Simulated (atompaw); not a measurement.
**Pseudopotential generation for Pr: PAW (atompaw), LDA (PW92)**

Do these settings give a usable potential? It is generated, then checked for scattering, ghosts and hardness.

Program: atompaw 4.2.0.5. Reference atom: LDA (PW92), scalar-relativistic, spherical and spin-unpolarised. All values are calculated.

2 further runs of the same task are left out: 2 set aside as unsound or not needed.

## 1. Settings

Typed settings, in words:

* element: praseodymium (Pr, Z = 59)
* type: PAW
* frozen core: [Xe]
* valence charge: 5
* reference configuration: 4f3 5d0 6s2 6p0
* partial waves: 6s (bound): rc 3.00 bohr; 6s channel at 0.05 Ry: rc 3.00 bohr; 6p (bound, empty): rc 3.00 bohr; 6p channel at 0.9 Ry: rc 3.00 bohr; 5d (bound, empty): rc 2.45 bohr; 5d channel at 2.65 Ry: rc 2.45 bohr; 4f (bound): rc 1.50 bohr; 4f channel at 2.9 Ry: rc 1.50 bohr
* local potential: vpsmatchnc scheme with l = 4 at 0.5 Ry, radius 2.25 bohr
* core correction: smooth core density matched at 1.70 bohr
* augmentation charge: besselshape compensation charge, radius 2.95 bohr; PAW radius 3.00 bohr; waves and projectors: custom polynom2 7 10 vanderbiltortho

The outer shells as boxes (Hund's rule for the drawing; the calculation is spin-unpolarised):

```
[Xe] core
4f [↑ ][↑ ][↑ ][  ][  ][  ][  ]
5d [  ][  ][  ][  ][  ]
6s [↑↓]
6p [  ][  ][  ]
```

An earlier all-electron run gives the scale for the radii.

All-electron outer shells of the reference configuration (LDA (PW92), scalar-relativistic, ld1.x):

```csv
shell,level (eV),outermost node (bohr),outermost maximum (bohr)
5s,-39.14,0.74,1.35
5p,-21.54,0.79,1.53
6s,-3.59,1.81,3.80
5d,-2.15,0.91,2.30
4f,-1.43,–,0.69
6p,-1.29,2.18,5.13
```

## 2. The generation run

Contents of Pr.input:

```
Pr 59
LDA-PW scalarrelativistic loggrid 2001 logderivrange -2 5 176
6 6 5 4 0 0
6 1 0
5 2 0
4 3 3
0 0 0
c
c
c
c
c
v
c
c
c
c
v
c
c
v
v
3
3.00 2.95 2.25 1.70
y
0.05
n
y
0.9
n
y
2.65
n
y
2.9
n
custom polynom2 7 10 vanderbiltortho besselshape
4 0.5 vpsmatchnc
3.00
3.00
3.00
3.00
2.45
2.45
1.50
1.50
PWSCFOUT
UPFDX 0.0125d0 UPFXMIN -7.d0 UPFZMESH 59.d0
END
```

On the command line:

```
$ atompaw < Pr.input > Pr.log
```

Q: Predict the outcome of this session. Wanted: cutoffs for 10 and 1 mRy, occupied levels; bound ghosts; largest phase difference near zero energy, channels read; lowest eigenvalue of the overlap; share of valence orbitals outside the PAW sphere; UPF file.

The runs gave:

| quantity | value |
| --- | --- |
| cutoffs for 10 and 1 mRy, occupied levels | 260 Ry and over 300 Ry |
| bound ghosts | s at -116.63 eV, p at -24.21 eV, s at -16.27 eV |
| largest phase difference near zero energy, channels read | 0.006 rad |
| lowest eigenvalue of the overlap (Bessel basis) | 0.460 (s) |
| share of valence orbitals outside the PAW sphere | 6s 84 %, 6p 95 %, 5d 49 %, 4f 4 % |
| UPF file | written |

In words: It has a bound ghost (s, p), a state that the atom doesn't have, and that rules the file out. By its cutoff, 260 Ry for the looser tolerance, it is very hard. The tighter tolerance needs over 300 Ry, and converged work needs a cutoff nearer that. The slowest occupied level is 4f: taken alone it needs over 300 Ry to come within 1 mRy, against 8 Ry for 6s. Near zero energy the phases of the channels with partial waves agree within 0.006 rad. The pseudo curves have poles with no partner nearby in the atom's: s at -1.16 Ry, p at 1.19 Ry. At positive energy that is a spurious or a displaced resonance. All of this concerns the isolated atom, not yet a solid.
